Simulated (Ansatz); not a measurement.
# CH6BFO2Si: basis-set convergence

An exercise on one series of results from a longer session: the logs are not shown, and one member is left open.

Program: Ansatz 0.2.0, Gaussian basis. Level of theory: one geometry, several basis sets. These are calculated values, not measurements.

Levels to be run: PBE0-D4/def2-SVP; ωB97M-V/def2-SVP; PBE0-D4/def2-QZVPP; ωB97M-V/def2-QZVPP; the functionals' def2-TZVPP values are taken from earlier runs.

### Structure used throughout

An earlier PBE0-D4 in a triple-zeta def2 set relaxation fixed the geometry.

SMILES `COB(F)O[SiH3]`, 12 atoms, charge 0, spin multiplicity 1.

Atoms are counted from 1 here; the program's logs count them from 0.

Bond lengths: C1–O2 1.415 Å, C1–H7 1.091 Å, C1–H8 1.091 Å, C1–H9 1.091 Å, O2–B3 1.352 Å, B3–F4 1.334 Å, B3–O5 1.352 Å, O5–Si6 1.654 Å, Si6–H10 1.484 Å, Si6–H11 1.481 Å, Si6–H12 1.484 Å. Angles: O2–C1–H7 111.7°, O2–C1–H8 108.8°, O2–C1–H9 108.8°, H7–C1–H8 109.3°, H7–C1–H9 109.3°, H8–C1–H9 108.8°, C1–O2–B3 123.0°, O2–B3–F4 121.1°, O2–B3–O5 120.4°, F4–B3–O5 118.5°, B3–O5–Si6 130.3°, O5–Si6–H10 110.4°, O5–Si6–H11 106.4°, O5–Si6–H12 110.4°, H10–Si6–H11 110.0°, H10–Si6–H12 109.8°, H11–Si6–H12 109.9°.

Coordinates:

```mol
CH6BFO2Si
  3D, bonds by distance, orders not assigned

 12 11  0  0  0  0  0  0  0  0999 V2000
   -1.3792   -1.4463    0.9633 C   0  0
   -0.4462   -0.6271    0.2857 O   0  0
   -0.3645    0.7093    0.4758 B   0  0
   -1.1771    1.3349    1.3287 F   0  0
    0.5489    1.4410   -0.2001 O   0  0
    1.6836    0.9750   -1.3100 Si  0  0
   -2.0145   -0.8655    1.6343 H   0  0
   -0.8355   -2.1965    1.5403 H   0  0
   -2.0027   -1.9536    0.2249 H   0  0
    2.6320    0.0079   -0.7037 H   0  0
    2.4042    2.2043   -1.7134 H   0  0
    1.0283    0.3614   -2.4917 H   0  0
  1  2  8  0
  2  3  8  0
  3  4  8  0
  3  5  8  0
  5  6  8  0
  1  7  8  0
  1  8  8  0
  1  9  8  0
  6 10  8  0
  6 11  8  0
  6 12  8  0
M  END
```

Set-up of the first run:

The input, in.yaml:

```yaml
crystal:
  periodic: [false, false, false]
  atoms:
    - {symbol: C, position_ang: [-1.379229, -1.446331, 0.963265]}
    - {symbol: O, position_ang: [-0.446190, -0.627104, 0.285679]}
    - {symbol: B, position_ang: [-0.364540, 0.709346, 0.475845]}
    - {symbol: F, position_ang: [-1.177093, 1.334923, 1.328691]}
    - {symbol: O, position_ang: [0.548902, 1.440996, -0.200105]}
    - {symbol: Si, position_ang: [1.683564, 0.974969, -1.310033]}
    - {symbol: H, position_ang: [-2.014504, -0.865521, 1.634323]}
    - {symbol: H, position_ang: [-0.835523, -2.196465, 1.540321]}
    - {symbol: H, position_ang: [-2.002697, -1.953598, 0.224922]}
    - {symbol: H, position_ang: [2.631956, 0.007920, -0.703717]}
    - {symbol: H, position_ang: [2.404185, 2.204264, -1.713385]}
    - {symbol: H, position_ang: [1.028270, 0.361399, -2.491703]}
basis:
  gaussian: {orbitals: def2-SVP}
hamiltonian: {xc: pbe0, dispersion: d4}
output: {orbitals: {seedname: orbitals}}
```

Steps of the session up to this table: PBE0-D4 in def2-SVP; ωB97M-V in def2-SVP; PBE0-D4 in def2-QZVPP; ωB97M-V in def2-QZVPP.

One of the session's tables, all rows but one given; the rest of the session is left out.

It belongs to the step «Density functionals: the series». 

| functional | basis | HOMO (eV) | LUMO (eV) |
| --- | --- | --- | --- |
| PBE0-D4 | def2-SVP | -8.76 | 0.80 |
| PBE0-D4 | def2-TZVPP | -8.88 | 0.17 |
| PBE0-D4 | def2-QZVPP | ? | ? |
| ωB97M-V | def2-SVP | -11.09 | 2.70 |
| ωB97M-V | def2-TZVPP | -11.24 | 1.73 |
| ωB97M-V | def2-QZVPP | -11.26 | 1.35 |

**Question.** Estimate the row for PBE0-D4, def2-QZVPP.

**Answer.** HOMO (eV): -8.90; LUMO (eV): 0.01. In the column «HOMO (eV)» it lies between ωB97M-V, def2-SVP (-11.09) and PBE0-D4, def2-TZVPP (-8.88).
